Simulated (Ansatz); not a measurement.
**ClFH₃NOSi: small, medium and large basis sets**

Aim: see how fast density functionals converge with the basis set for ClFH₃NOSi.

The runs use Ansatz 0.2.0, Gaussian basis; one geometry, several basis sets.

Plan: PBE0-D4/def2-SVP; ωB97M-V/def2-SVP; PBE0-D4/def2-QZVPP; ωB97M-V/def2-QZVPP; the functionals' def2-TZVPP values are taken from earlier runs.

## 1. The geometry

The geometry comes from an earlier relaxation with PBE0-D4 in a triple-zeta def2 set; it is a stationary point, not always the lowest conformer.

SMILES `N[Si](O)(F)Cl`, 8 atoms, charge 0, spin multiplicity 1.

Atoms are counted from 1 here; the program's logs count them from 0.

Bond lengths: N1–Si2 1.687 Å, N1–H6 1.006 Å, N1–H7 1.007 Å, Si2–O3 1.622 Å, Si2–F4 1.583 Å, Si2–Cl5 2.038 Å, O3–H8 0.958 Å. Angles: Si2–N1–H6 120.7°, Si2–N1–H7 120.9°, H6–N1–H7 112.3°, N1–Si2–O3 111.9°, N1–Si2–F4 115.0°, N1–Si2–Cl5 106.7°, O3–Si2–F4 103.4°, O3–Si2–Cl5 113.3°, F4–Si2–Cl5 106.6°, Si2–O3–H8 117.0°.

## 2. PBE0-D4 in def2-SVP

The input, in.yaml:

```yaml
crystal:
  periodic: [false, false, false]
  atoms:
    - {symbol: N, position_ang: [-0.731282, 0.739166, 0.597377]}
    - {symbol: Si, position_ang: [0.242615, -0.124384, -0.475791]}
    - {symbol: O, position_ang: [0.465195, -1.655750, 0.009021]}
    - {symbol: F, position_ang: [-0.349306, -0.283569, -1.935601]}
    - {symbol: Cl, position_ang: [1.981518, 0.922691, -0.663329]}
    - {symbol: H, position_ang: [-0.683331, 1.743200, 0.640719]}
    - {symbol: H, position_ang: [-1.633673, 0.387964, 0.874410]}
    - {symbol: H, position_ang: [0.800466, -1.786219, 0.897292]}
basis:
  gaussian: {orbitals: def2-SVP}
hamiltonian: {xc: pbe0, dispersion: d4}
output: {orbitals: {seedname: orbitals}}
```

Launch:

```bash
$ ansatz run in.yaml --threads 4 --pin off --events-out ev --progress --plain --max-ram 10444MiB
```

After this run come: ωB97M-V in def2-SVP; PBE0-D4 in def2-QZVPP; ωB97M-V in def2-QZVPP.

Q: Predict the results of all the runs planned. Wanted: PBE0-D4: double and triple zeta above quadruple; ωB97M-V: double and triple zeta above quadruple.

As calculated:

| quantity | value |
| --- | --- |
| PBE0-D4: double and triple zeta above quadruple | 16.50, 1.03 eV |
| ωB97M-V: double and triple zeta above quadruple | 16.56, 0.97 eV |

For PBE0-D4 the step from double to triple zeta gains 15.48 eV and the next only 1.03 eV. Total energies overstate the basis error of differences, where much of it tends to cancel. The LUMO of ωB97M-V is positive and keeps falling with the basis (2.75 to 1.30 eV): an unbound level that the basis holds in place.
